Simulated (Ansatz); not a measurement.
# H4C: the cost of one run

Method: DFT PBE+D3(BJ), plane waves, PAW, scalar-relativistic, no spin polarisation, in Ansatz 0.2.0.

**1. Starting point**

The cell holds 30 atoms (C6H24): a = 7.230 Å, b = 7.230 Å, c = 7.230 Å, α = 90.00°, β = 90.00°, γ = 90.00°.

Its coordinates follow in the input file.

**2. Relaxing the start**

Input file input.yaml:

```yaml
crystal:
  lattice:
    - [7.230427, 0.0, 0.0]
    - [0.0, 7.230427, 0.0]
    - [0.0, 0.0, 7.230427]
  atoms:
    - { symbol: C, position: [0.8770579, 0.7441327, 0.6186652] }
    - { symbol: H, position: [0.7770088, 0.7466435, 0.7313417] }
    - { symbol: H, position: [1.0133503, 0.7805423, 0.6716825] }
    - { symbol: H, position: [0.8361262, 0.8434022, 0.5129189] }
    - { symbol: H, position: [0.8817462, 0.6059429, 0.5587177] }
    - { symbol: C, position: [0.4240433, 0.2548012, 0.7608015] }
    - { symbol: H, position: [0.466963, 0.3479214, 0.871249] }
    - { symbol: H, position: [0.5116434, 0.132173, 0.7616044] }
    - { symbol: H, position: [0.4370432, 0.3249556, 0.6280556] }
    - { symbol: H, position: [0.2805235, 0.2141549, 0.7822971] }
    - { symbol: C, position: [0.9259778, 0.2710535, 0.5666358] }
    - { symbol: H, position: [1.0123588, 0.3605304, 0.6517494] }
    - { symbol: H, position: [0.8407159, 0.1842064, 0.6555183] }
    - { symbol: H, position: [1.0135969, 0.1839166, 0.4803677] }
    - { symbol: H, position: [0.8372397, 0.3555606, 0.4789077] }
    - { symbol: C, position: [0.1247088, 0.0234516, 0.0540962] }
    - { symbol: H, position: [0.1831938, 0.1604929, 0.0767084] }
    - { symbol: H, position: [0.100461, -0.0433709, 0.1869831] }
    - { symbol: H, position: [0.2209221, -0.0594696, -0.027016] }
    - { symbol: H, position: [-0.0057418, 0.036154, -0.0202907] }
    - { symbol: C, position: [0.5364064, 0.636152, 0.9822065] }
    - { symbol: H, position: [0.605733, 0.7399762, 0.8977881] }
    - { symbol: H, position: [0.3922343, 0.6249872, 0.9397578] }
    - { symbol: H, position: [0.543087, 0.6766723, 1.1272085] }
    - { symbol: H, position: [0.604571, 0.5029724, 0.9640714] }
    - { symbol: C, position: [0.8484339, 0.6287568, 0.1988456] }
    - { symbol: H, position: [0.8796806, 0.7761068, 0.2037183] }
    - { symbol: H, position: [0.7234736, 0.6012433, 0.2784701] }
    - { symbol: H, position: [0.9634826, 0.5510422, 0.2574661] }
    - { symbol: H, position: [0.8270988, 0.5866347, 0.0557279] }
basis:
  ecutwfc: 420.0
kpoints:
  mp_grid: { grid: [1, 1, 1] }
hamiltonian:
  xc: pbe
  dispersion: d3bj
scf:
  occupations: { method: fermi_dirac, width: 0.02 }
  lower_state_search: "off"
relax:
  f_tol: 0.3
  max_steps: 15
  adjacent_minimum: "off"
```

Started as:

```console
> ansatz run input.yaml --threads 1 --pin off --max-ram 3072MiB --backend cpu --events-out ev --progress --plain --runs-dir out
```

**Question.** How long does this run take on 1 thread of Arm Neoverse V2, shared host, and how much memory does it need?

About 12 s, with a peak of 0.37 GiB.
